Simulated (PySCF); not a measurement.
# C2H9OPSi2: a tour of settings, part 2 of 2

PySCF 2.14.0. Atoms count from 0. The steps go on from the part before.

## Step 4: NMR shieldings: revPBE/pcSseg-1

The job: settings as JSON, then the geometry in Å.

```
{"job": {"kind": "nmr", "xc": "revPBE", "basis": "pcSseg-1", "pop": true, "grid": 1, "scf": {"damp": 0.1}}, "charge": 0, "multiplicity": 1}
O      2.362889    -0.801428    -1.214479
Si     1.331583    -0.634500     0.031606
C     -0.389368    -1.041473    -0.685629
C     -1.490379    -0.299499     0.067739
Si    -1.015430     1.537137     0.338454
P      1.197297     1.510398     0.695986
H      3.220464    -0.384636    -1.210400
H      1.722505    -1.518266     1.136432
H     -0.577346    -2.115391    -0.672854
H     -0.395762    -0.736297    -1.733632
H     -1.637503    -0.774161     1.040914
H     -2.438261    -0.384991    -0.465729
H     -1.739915     2.103485     1.479503
H     -1.264875     2.328103    -0.871333
H      1.109687     1.219509     2.041510
```

Method: GIAO revPBE/pcSseg-1 NMR shielding, non-relativistic, gas phase.

Output:

```text
damping 0.10 in the first 6 cycles
final grid: 57024 points
cycle   1  E = -1076.7933687770  dE =  5.088e-01  |g| = 9.332e-01  |ddm| = 3.608e+00
cycle   2  E = -1076.4249381827  dE =  3.684e-01  |g| = 1.615e+00  |ddm| = 2.789e+00
cycle   3  E = -1075.8514099788  dE =  5.735e-01  |g| = 2.501e+00  |ddm| = 3.493e+00
cycle   4  E = -1068.5843038689  dE =  7.267e+00  |g| = 4.230e+00  |ddm| = 1.654e+01
cycle   5  E = -1025.9259385563  dE =  4.266e+01  |g| = 1.210e+01  |ddm| = 2.314e+01
cycle   6  E = -969.0614535582  dE =  5.686e+01  |g| = 1.127e+01  |ddm| = 3.070e+01
cycle   7  E = -676.5904151395  dE =  2.925e+02  |g| = 2.454e+01  |ddm| = 3.490e+01
cycle   8  E = -958.3090726060  dE = -2.817e+02  |g| = 1.216e+01  |ddm| = 1.932e+01
cycle   9  E = -1059.9832870166  dE = -1.017e+02  |g| = 6.821e+00  |ddm| = 2.527e+01
cycle  10  E = -1059.7221416472  dE =  2.611e-01  |g| = 4.653e+00  |ddm| = 2.748e+01
cycle  11  E = -1042.9620063777  dE =  1.676e+01  |g| = 9.497e+00  |ddm| = 2.553e+01
cycle  12  E = -1059.7445223257  dE = -1.678e+01  |g| = 7.017e+00  |ddm| = 1.482e+01
cycle  13  E = -1062.1086673115  dE = -2.364e+00  |g| = 6.508e+00  |ddm| = 3.317e+00
cycle  14  E = -1063.2797095006  dE = -1.171e+00  |g| = 6.119e+00  |ddm| = 2.704e+00
cycle  15  E = -1068.1213314029  dE = -4.842e+00  |g| = 4.998e+00  |ddm| = 8.076e+00
cycle  16  E = -1068.8363324235  dE = -7.150e-01  |g| = 4.577e+00  |ddm| = 4.024e+00
cycle  17  E = -1073.6311078557  dE = -4.795e+00  |g| = 3.119e+00  |ddm| = 6.964e+00
cycle  18  E = -1076.0070301548  dE = -2.376e+00  |g| = 1.738e+00  |ddm| = 4.182e+00
cycle  19  E = -1069.9252230418  dE =  6.082e+00  |g| = 4.038e+00  |ddm| = 1.115e+01
cycle  20  E = -1076.8117160897  dE = -6.886e+00  |g| = 8.150e-01  |ddm| = 1.064e+01
cycle  21  E = -1076.8870647179  dE = -7.535e-02  |g| = 4.996e-01  |ddm| = 1.287e+00
cycle  22  E = -1076.9643367081  dE = -7.727e-02  |g| = 1.223e-01  |ddm| = 9.003e-01
cycle  23  E = -1076.9674402512  dE = -3.104e-03  |g| = 4.320e-02  |ddm| = 1.684e-01
cycle  24  E = -1076.9678675139  dE = -4.273e-04  |g| = 1.835e-02  |ddm| = 6.354e-02
cycle  25  E = -1076.9679502103  dE = -8.270e-05  |g| = 2.374e-03  |ddm| = 1.983e-02
cycle  26  E = -1076.9679515068  dE = -1.297e-06  |g| = 1.047e-03  |ddm| = 4.123e-03
cycle  27  E = -1076.9679517915  dE = -2.847e-07  |g| = 3.007e-04  |ddm| = 1.643e-03
cycle  28  E = -1076.9679518182  dE = -2.675e-08  |g| = 9.126e-05  |ddm| = 5.522e-04
cycle  29  E = -1076.9679518204  dE = -2.196e-09  |g| = 4.414e-05  |ddm| = 2.011e-04
cycle  30  E = -1076.9679518211  dE = -6.266e-10  |g| = 3.474e-06  |ddm| = 7.682e-05
converged SCF energy = -1076.9679518211

GIAO shielding tensors (ppm)
atom      isotropic    diamagn.    paramagn.     s11        s22        s33       span
  0 O      286.145     384.175     -98.030    250.651    292.213    315.570     64.919
  1 Si     307.973     879.734    -571.761    210.214    336.368    377.339    167.125
  2 C      163.744     253.117     -89.373    144.643    169.077    177.512     32.869
  3 C      168.908     251.280     -82.372    152.183    172.723    181.817     29.634
  4 Si     364.898     881.165    -516.267    274.090    390.320    430.285    156.195
  5 P      630.408     970.050    -339.642    577.026    635.151    679.048    102.022
  6 H       30.520      30.393       0.127     22.384     26.096     43.081     20.698
  7 H       25.493      29.487      -3.994     21.994     23.805     30.681      8.687
  8 H       29.937      30.532      -0.595     24.768     28.244     36.800     12.032
  9 H       30.916      32.008      -1.092     26.550     28.989     37.208     10.658
 10 H       31.160      31.553      -0.393     26.384     28.930     38.165     11.782
 11 H       30.277      29.986       0.291     24.805     28.071     37.956     13.151
 12 H       26.910      29.203      -2.293     23.014     24.763     32.955      9.941
 13 H       27.321      29.583      -2.262     23.004     25.385     33.574     10.569
 14 H       31.698      31.776      -0.079     26.114     27.363     41.615     15.501
```

Run time: 40 s. Hardware: 1 thread of Arm Neoverse V2, shared host.

Shifts follow as δ = σ(reference) − σ, with reference shieldings (ppm) from runs at the same level and on the same kind of geometry: 1H TMS 31.77, 13C TMS 182.7, 29Si TMS 336.5, 17O H2O 334.0, 31P PH3 600.1. The references are single molecules in the gas phase, so shifts against H2O, NH3, PH3, H3PO4 or CFCl3 are not on the usual liquid scales and can be off by tens of ppm.

```tsv
atoms	environment	σ (ppm)	δ (ppm)
C2	sp3 CH2 bonded to Si	163.7	19.0
C3	sp3 CH2 bonded to Si	168.9	13.8
H7	hydrogen on a silicon bonded to C, O, P, in a 5-membered ring	25.49	6.27
H12	hydrogen on a silicon bonded to C, P, in a 5-membered ring	26.91	4.86
H13	hydrogen on a silicon bonded to C, P, in a 5-membered ring	27.32	4.44
H8	hydrogen on an sp3 CH2 bonded to Si	29.94	1.83
H11	hydrogen on an sp3 CH2 bonded to Si	30.28	1.49
H6	hydrogen on an oxygen bonded to Si	30.52	1.25
H9	hydrogen on an sp3 CH2 bonded to Si	30.92	0.85
H10	hydrogen on an sp3 CH2 bonded to Si	31.16	0.61
H14	hydrogen on a phosphorus bonded to 2 Si, in a 5-membered ring	31.70	0.07
O0	oxygen bonded to Si, H	286.1	47.9
Si1	silicon bonded to C, O, P, H, in a 5-membered ring	308.0	28.5
Si4	silicon bonded to C, P, 2 H, in a 5-membered ring	364.9	-28.4
P5	phosphorus bonded to 2 Si, H, in a 5-membered ring	630.4	-30.3
```

The run also stored atomic charges by several schemes (e):

```tsv
atoms	Mulliken	IAO	Hirshfeld	ESP fit
O0	-0.49	-0.76	-0.28	-0.72
Si1	0.77	0.95	0.34	0.74
C2	-0.48	-0.54	-0.14	-0.12
C3	-0.47	-0.51	-0.14	-0.34
Si4	0.44	0.56	0.27	0.47
P5	-0.41	-0.28	-0.10	-0.50
```

Mayer bond orders: O0–Si1 1.09, Si1–C2 0.90, C2–C3 1.04, C3–Si4 0.91, Si4–P5 0.97, P5–Si1 0.92.

Ring of atoms Si1, C2, C3, Si4, P5: NICS(0) -4.3, NICS(1) -3.8, NICS(1)zz -1.6 ppm (means of both faces).

Orbitals, density, ELF and potential are computed afterwards from the orbital file.

Frontier orbitals at revPBE/pcSseg-1, with the share of their density that lies nearest to each atom:

```tsv
orbital	energy (eV)	lies on
HOMO	-6.04	P5 62 %; H14 8 %; Si1 8 %
LUMO	-0.79	P5 23 %; Si1, Si4 about 12 % each; H12, H14 about 12 % each
```

ELF in a plane through or near 4 of the atoms.

Values, 10 rows by 14 columns:
```
0.00 0.00 0.00 0.00 0.00 0.00 0.00 0.00 0.00 0.00 0.00 0.00 0.00 0.00
0.00 0.00 0.00 0.00 0.00 0.12 0.25 0.16 0.03 0.00 0.00 0.00 0.00 0.00
0.00 0.00 0.00 0.00 0.09 0.52 0.73 0.71 0.17 0.02 0.24 0.08 0.00 0.00
0.00 0.00 0.00 0.00 0.07 0.61 0.16 0.24 0.54 0.72 1.00 0.99 0.03 0.00
0.00 0.00 0.02 0.13 0.33 0.21 0.78 0.32 0.38 0.23 0.96 0.86 0.02 0.00
0.00 0.00 0.10 0.50 0.41 0.42 0.84 0.30 0.74 0.75 0.09 0.01 0.00 0.00
0.00 0.00 0.00 0.11 0.04 0.41 0.50 0.58 0.37 0.91 0.51 0.00 0.00 0.00
0.00 0.00 0.00 0.00 0.00 0.75 1.00 0.79 0.12 0.94 0.59 0.00 0.00 0.00
0.00 0.00 0.00 0.00 0.00 0.07 0.53 0.12 0.00 0.01 0.00 0.00 0.00 0.00
0.00 0.00 0.00 0.00 0.00 0.00 0.00 0.00 0.00 0.00 0.00 0.00 0.00 0.00
```
The map spans 11.7 Å across and 10.0 Å up, centred on the molecule. Atoms in the plane (x, y in Å): Si1 (-1.4, 0.2), C3 (1.2, -0.9), H8 (-0.5, -2.2), H12 (2.7, 1.4).

On the surface of density 0.002 e/bohr³ the electrostatic potential runs, from the 1st to the 99th percentile, from -1.17 V near O0 to 2.10 V near H6.

## Step 5: Nuclear shieldings: HSE06/pcSseg-1

Settings changed since step 4:

```diff
@@ -1,2 +1,2 @@
-{"job": {"kind": "nmr", "xc": "revPBE", "basis": "pcSseg-1", "pop": true, "grid": 1, "scf": {"damp": 0.1}}, "charge": 0, "multiplicity": 1}
+{"job": {"kind": "nmr", "xc": "HSE06", "basis": "pcSseg-1", "pop": true}, "charge": 0, "multiplicity": 1}
 O      2.362889    -0.801428    -1.214479
```

Level: GIAO HSE06/pcSseg-1 NMR shielding, non-relativistic, gas phase.

Output:

```text
coarse grid: 13712 points
cycle   1  E = -1076.5409043437  dE =  5.499e-01  |g| = 7.971e-01  |ddm| = 3.539e+00
cycle   2  E = -1076.3365891724  dE =  2.043e-01  |g| = 1.281e+00  |ddm| = 2.015e+00
cycle   3  E = -1076.6599312178  dE = -3.233e-01  |g| = 1.134e-01  |ddm| = 1.540e+00
cycle   4  E = -1076.6623279146  dE = -2.397e-03  |g| = 5.286e-02  |ddm| = 1.750e-01
cycle   5  E = -1076.6630001344  dE = -6.722e-04  |g| = 1.018e-02  |ddm| = 5.870e-02
cycle   6  E = -1076.6630257118  dE = -2.558e-05  |g| = 4.324e-03  |ddm| = 1.916e-02
cycle   7  E = -1076.6630309521  dE = -5.240e-06  |g| = 6.292e-04  |ddm| = 7.170e-03
final grid: 117752 points
cycle   8  E = -1076.7141556017  dE = -3.092e-05  |g| = 5.698e-03  |ddm| = 2.506e-02
cycle   9  E = -1076.7141509581  dE =  4.644e-06  |g| = 6.455e-03  |ddm| = 9.988e-03
cycle  10  E = -1076.7141612550  dE = -1.030e-05  |g| = 1.048e-03  |ddm| = 6.746e-03
cycle  11  E = -1076.7141614935  dE = -2.385e-07  |g| = 2.301e-04  |ddm| = 1.390e-03
cycle  12  E = -1076.7141615204  dE = -2.691e-08  |g| = 3.553e-05  |ddm| = 3.979e-04
cycle  13  E = -1076.7141615207  dE = -2.556e-10  |g| = 1.788e-05  |ddm| = 5.208e-05
converged SCF energy = -1076.7141615207

GIAO shielding tensors (ppm)
atom      isotropic    diamagn.    paramagn.     s11        s22        s33       span
  0 O      294.417     385.553     -91.136    261.775    300.264    321.212     59.437
  1 Si     315.902     878.894    -562.991    222.796    342.335    382.577    159.781
  2 C      168.943     253.863     -84.920    150.446    174.231    182.153     31.707
  3 C      174.292     252.157     -77.865    158.555    177.494    186.828     28.273
  4 Si     373.064     880.364    -507.300    285.303    397.453    436.435    151.131
  5 P      642.327     969.893    -327.567    586.406    647.042    693.532    107.126
  6 H       30.321      30.160       0.160     21.789     25.532     43.641     21.851
  7 H       25.735      29.293      -3.557     22.228     23.914     31.065      8.837
  8 H       29.994      30.550      -0.556     24.554     28.122     37.306     12.751
  9 H       30.926      31.960      -1.034     26.365     28.842     37.569     11.204
 10 H       31.225      31.553      -0.328     26.285     28.813     38.576     12.291
 11 H       30.342      30.047       0.295     24.670     27.922     38.433     13.763
 12 H       26.987      29.004      -2.017     23.020     24.714     33.226     10.206
 13 H       27.330      29.332      -2.003     22.949     25.272     33.768     10.819
 14 H       31.684      31.711      -0.027     25.997     27.195     41.860     15.863
```

Wall time 32 s (1 thread of Arm Neoverse V2, shared host); peak memory 0.88 GiB.

In short: δ C2 17.3, C3 11.9, O0 41.3, Si1 30.5, H7 5.98, H12 4.73 ppm.

## Step 6: Shielding tensors: SCAN/pcSseg-1

Settings changed since step 5:

```diff
@@ -1,2 +1,2 @@
-{"job": {"kind": "nmr", "xc": "HSE06", "basis": "pcSseg-1", "pop": true}, "charge": 0, "multiplicity": 1}
+{"job": {"kind": "nmr", "xc": "SCAN", "basis": "pcSseg-1", "pop": false, "scf": {"diis": false, "max_cycle": 64}}, "charge": 0, "multiplicity": 1}
 O      2.362889    -0.801428    -1.214479
```

Method: GIAO SCAN/pcSseg-1 NMR shielding, non-relativistic, gas phase.

Output:

```text
final grid: 117752 points
cycle   1  E = -1077.0469925790  dE =  4.673e-01  |g| = 9.306e-01  |ddm| = 3.586e+00
cycle   2  E = -1076.6148636824  dE =  4.321e-01  |g| = 1.680e+00  |ddm| = 2.799e+00
cycle   3  E = -1075.9424533991  dE =  6.724e-01  |g| = 2.683e+00  |ddm| = 3.583e+00
cycle   4  E = -1067.2912810337  dE =  8.651e+00  |g| = 4.410e+00  |ddm| = 1.654e+01
cycle   5  E = -1017.6827597945  dE =  4.961e+01  |g| = 1.378e+01  |ddm| = 2.184e+01
cycle   6  E = -972.4369725934  dE =  4.525e+01  |g| = 1.147e+01  |ddm| = 2.989e+01
cycle   7  E = -683.9673450716  dE =  2.885e+02  |g| = 2.426e+01  |ddm| = 3.701e+01
cycle   8  E = -606.5630286529  dE =  7.740e+01  |g| = 3.335e+01  |ddm| = 5.048e+01
cycle   9  E = -547.8801840725  dE =  5.868e+01  |g| = 3.404e+01  |ddm| = 5.351e+01
cycle  10  E = -613.6080190184  dE = -6.573e+01  |g| = 3.308e+01  |ddm| = 4.878e+01
[... 44 cycles left out ...]
cycle  55  E = -544.8591034497  dE =  6.897e+01  |g| = 3.386e+01  |ddm| = 5.024e+01
cycle  56  E = -613.8287380669  dE = -6.897e+01  |g| = 3.306e+01  |ddm| = 5.024e+01
cycle  57  E = -544.8591034497  dE =  6.897e+01  |g| = 3.386e+01  |ddm| = 5.024e+01
cycle  58  E = -613.8287380669  dE = -6.897e+01  |g| = 3.306e+01  |ddm| = 5.024e+01
cycle  59  E = -544.8591034497  dE =  6.897e+01  |g| = 3.386e+01  |ddm| = 5.024e+01
cycle  60  E = -613.8287380669  dE = -6.897e+01  |g| = 3.306e+01  |ddm| = 5.024e+01
cycle  61  E = -544.8591034497  dE =  6.897e+01  |g| = 3.386e+01  |ddm| = 5.024e+01
cycle  62  E = -613.8287380669  dE = -6.897e+01  |g| = 3.306e+01  |ddm| = 5.024e+01
cycle  63  E = -544.8591034497  dE =  6.897e+01  |g| = 3.386e+01  |ddm| = 5.024e+01
cycle  64  E = -613.8287380669  dE = -6.897e+01  |g| = 3.306e+01  |ddm| = 5.024e+01
SCF not converged, last energy = -613.8287380669
```

It took 98 s on 1 thread of Arm Neoverse V2, shared host.

Why it failed: The SCF swings between two densities 68.97 Eh apart: plain iteration without DIIS overshoots. Cure: turn DIIS on. Numbers printed on the way are no properties of the molecule.

## Step 7: Comparing the runs: spin-spin couplings

Couplings (Hz), with basis size and wall time:

```tsv
run	Si1–H7	Si4–H13	Si4–H12	P5–H14	C2–H8	C3–H11	C2–H9	functions	time
HCTH407/6-311G**	-199.2	-188.3	-188.2	142.7	106.1	106.1	103.0	186	34 s
PBE0/pcSseg-0	-288.9	-283.9	-275.3	198.3	139.8	140.2	132.1	84	12 s
```

## Step 8: Comparing the runs: NMR shifts

Shifts (ppm) of some atoms, chosen among heavy atoms and hydrogens apart, with basis size and wall time:

```tsv
run	C3	H7	H6	O0	Si1	Si4	P5	functions	time
revPBE/pcSseg-1	13.8	6.27	1.25	47.9	28.5	-28.4	-30.3	168	40 s
HSE06/pcSseg-1	11.9	5.98	1.40	41.3	30.5	-26.7	-33.6	168	32 s
```

## Step 9: Results

This closing draws on all 2 parts.

```
                                        quantity                                                     value
largest coupling of the table (HCTH407/6-311G**)                                1J(Si,H) Si1–H7, -199.2 Hz
        13C shifts against TMS (revPBE/pcSseg-1)                                            19.0, 13.8 ppm
         1H shifts against TMS (revPBE/pcSseg-1)  6.27, 4.86, 4.44, 1.83, 1.49, 1.25, 0.85, 0.61, 0.07 ppm
        17O shifts against H2O (revPBE/pcSseg-1)                                                  47.9 ppm
       29Si shifts against TMS (revPBE/pcSseg-1)                                           28.5, -28.4 ppm
        31P shifts against PH3 (revPBE/pcSseg-1)                                                 -30.3 ppm
           surface potential, 1st and 99th percentile                                        -1.17 V and 2.10 V
        range of J(Si1,H7), mean over like pairs                                       -288.9 to -199.2 Hz
                        range of the shift of O0                                          41.3 to 47.9 ppm
                   property runs in this session           5, of which 1 failed and 0 gave unsound results
```

What this shows: Single values in the summary come from the first run of each kind that ended normally (HCTH407/6-311G**; revPBE/pcSseg-1), which need not be the best level. Of the pairs tabulated at HCTH407/6-311G**, Si1–H7 couples most strongly (-199.2 Hz; Fermi contact -199.5 Hz). Couplings across rotatable bonds belong to this one conformer; where others are populated, the observed values are averages. At revPBE/pcSseg-1: The largest span, 167 ppm, is at Si1, where the paramagnetic term is -572 ppm. By nearest atom (revPBE/pcSseg-1), the HOMO sits on P5 62 %; H14 8 % and the LUMO on P5 23 %; Si1, Si4 about 12 % each. The coupling Si1–H7, as a mean over pairs of its kind, runs from -288.9 Hz (PBE0/pcSseg-0) to -199.2 Hz (HCTH407/6-311G**). Across the 2 runs the shift of O0 moves most, between 41.3 (HSE06/pcSseg-1) and 47.9 ppm (revPBE/pcSseg-1). Couplings from bases without tight functions are rough.
